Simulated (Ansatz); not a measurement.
A nudged elastic band was laid between two geometries of a periodic cell of 63 atoms, C62N (host C, host structure diamond, dopant N, one C atom removed), cell charge +1.

Theory: DFT PBEsol, scalar-relativistic, plane waves, PAW in Ansatz. Settings: PAW set soft_1, cutoff 420 eV, k mesh 2x2x2, gaussian smearing 0.05 eV, no spin polarisation.

```
movable images  : 5
climbing image  : yes
spring          : 5.0 eV/Å²
optimiser       : lbfgs
start path      : straight line
force threshold : 0.05 eV/Å
iteration limit : 46
end points      : relaxed
```

Initial state:

```xyz
63
Lattice="7.1400 0.0000 0.0000 0.0000 7.1400 0.0000 0.0000 0.0000 7.1400" Properties=species:S:1:pos:R:3
C 3.565 -0.004 0.000
C 4.458 0.892 0.894
C 5.346 1.779 -0.003
C 6.250 2.700 0.917
C 5.351 0.003 1.786
C 6.244 0.890 2.679
C 0.001 0.003 -0.007
C 0.887 0.893 0.903
C 1.782 1.779 0.008
C 2.668 2.674 0.903
C 3.558 3.560 -0.007
C 4.462 4.467 0.897
C 5.351 5.350 -0.007
C 6.234 6.239 0.897
C 1.782 -0.001 1.781
C 2.676 0.885 2.683
C 3.562 1.779 1.781
C 4.481 2.700 2.685
C 5.267 3.523 1.702
C 3.558 0.003 3.576
C 4.467 0.893 4.462
C 5.373 1.794 3.567
C 6.288 2.669 4.467
C 5.346 -0.001 5.357
C 6.248 0.885 6.252
C -0.006 3.567 0.004
C 0.861 4.451 0.916
C 1.782 5.355 -0.003
C 2.669 6.243 0.894
C -0.008 1.794 1.808
C 0.892 2.670 2.724
C 1.767 3.569 1.808
C 2.671 4.457 2.679
C 3.558 5.350 1.786
C 4.462 6.239 2.669
C -0.006 -0.008 3.569
C 0.893 0.876 4.468
C 1.795 1.766 3.581
C 2.685 2.668 4.468
C 3.569 3.567 3.569
C 4.481 4.451 4.436
C 5.267 5.434 3.613
C 6.250 6.220 4.436
C 1.782 -0.012 5.357
C 2.675 0.886 6.251
C 3.573 1.779 5.357
C 4.467 2.674 6.243
C 5.373 3.569 5.342
C 6.244 4.457 6.247
C 0.038 5.434 1.702
C 0.861 6.220 2.685
N 0.075 3.486 3.650
C 0.891 4.412 4.466
C 1.767 5.328 3.567
C 2.668 6.234 4.462
C 0.006 1.766 5.370
C 0.893 2.668 6.260
C 1.795 3.555 5.370
C 2.676 4.453 6.251
C 3.562 5.355 5.357
C 4.458 6.243 6.244
C -0.008 5.328 5.342
C 0.887 6.234 6.243
```

Final state:

Only the atoms that move by more than 0.05 Å are listed.
```
C19 5.353 3.614 1.783
C23 6.206 2.593 4.547
C31 0.977 2.593 2.636
C42 5.353 5.357 3.526
C50 -0.044 5.357 1.783
N52 -0.971 4.541 2.599
C53 0.977 4.504 4.547
```

Q: What changes between the two ends?

A: The atom that moves furthest is N52, by 1.82 Å; four of its nearest neighbours are C31 1.48, C23 1.48, C53 1.48, C56 2.43 Å at the first end and C42 1.48, C50 1.48, C19 1.48, C35 2.43 Å at the last.

Q: Give the energies along the band, and the barrier.

A: It converged. The highest image is number 3 of 0 to 6, 4.59 eV above the ends, which have the same energy within 2 meV. Neighbouring images differ by up to 2.4 eV, so the band resolves the path poorly. By the program's own check the climbing image is a first-order saddle point (lowest curvatures found: -23.88 and 2.62 eV/Å²). Limits of this set-up: coarse k mesh, PAW files made for another functional, no spin, though dangling bonds at a vacancy may carry it, a typed lattice constant that wasn't relaxed here, charged cell in a uniform background, uncorrected.

| image | path coordinate (Å) | energy (eV) | C23–N52 (Å) | C31–N52 (Å) | N52–C53 (Å) |
| --- | --- | --- | --- | --- | --- |
| 0 | 0.00 | 0.00 | 1.48 | 1.48 | 1.48 |
| 1 | 0.37 | 1.00 | 1.71 | 1.51 | 1.55 |
| 2 | 0.74 | 3.39 | 2.05 | 1.57 | 1.72 |
| 3 | 1.12 | 4.59 | 2.32 | 1.72 | 2.02 |
| 4 | 1.48 | 3.35 | 2.47 | 2.06 | 2.31 |
| 5 | 1.85 | 0.96 | 2.61 | 2.43 | 2.55 |
| 6 | 2.21 | 0.00 | 2.76 | 2.76 | 2.76 |

Q: What is the geometry of the highest image?

A: 
```xyz
63
Lattice="7.1400 0.0000 0.0000 0.0000 7.1400 0.0000 0.0000 0.0000 7.1400" Properties=species:S:1:pos:R:3
C 3.569 -0.005 0.006
C 4.464 0.875 0.903
C 5.339 1.765 -0.006
C 6.241 2.663 0.877
C 5.363 -0.021 1.805
C 6.252 0.889 2.680
C 0.001 -0.032 0.028
C 0.891 0.883 0.891
C 1.780 1.781 -0.007
C 2.689 2.665 0.881
C 3.568 3.556 -0.005
C 4.488 4.454 0.920
C 5.367 5.333 0.021
C 6.250 6.180 0.953
C 1.787 0.004 1.786
C 2.651 0.917 2.675
C 3.565 1.773 1.785
C 4.472 2.673 2.688
C 5.322 3.473 1.741
C 3.544 0.023 3.586
C 4.440 0.883 4.479
C 5.360 1.785 3.575
C 6.133 2.571 4.569
C 5.338 0.004 5.377
C 6.231 0.862 6.275
C 0.002 3.567 -0.009
C 0.933 4.455 0.867
C 1.795 5.361 -0.012
C 2.684 6.246 0.897
C -0.013 1.786 1.761
C 0.845 2.752 2.572
C 1.811 3.570 1.745
C 2.687 4.461 2.675
C 3.578 5.349 1.794
C 4.465 6.239 2.689
C -0.002 -0.001 3.565
C 0.873 0.907 4.455
C 1.726 1.845 3.567
C 2.656 2.694 4.449
C 3.570 3.574 3.564
C 4.468 4.458 4.457
C 5.253 5.452 3.683
C 6.242 6.243 4.458
C 1.774 0.011 5.354
C 2.671 0.891 6.248
C 3.550 1.791 5.350
C 4.444 2.665 6.254
C 5.360 3.568 5.350
C 6.253 4.453 6.247
C 0.106 5.270 1.839
C 0.918 6.244 2.690
N -0.250 4.029 2.929
C 0.927 4.553 4.485
C 1.801 5.366 3.575
C 2.684 6.261 4.478
C -0.012 1.785 5.354
C 0.882 2.677 6.238
C 1.753 3.573 5.325
C 2.678 4.469 6.246
C 3.563 5.361 5.373
C 4.467 6.235 6.267
C -0.011 5.355 5.346
C 0.892 6.252 6.253
```

Time of the run: 64 min on 4 threads of Arm Neoverse V1 (shared host), peak memory 4 GiB.
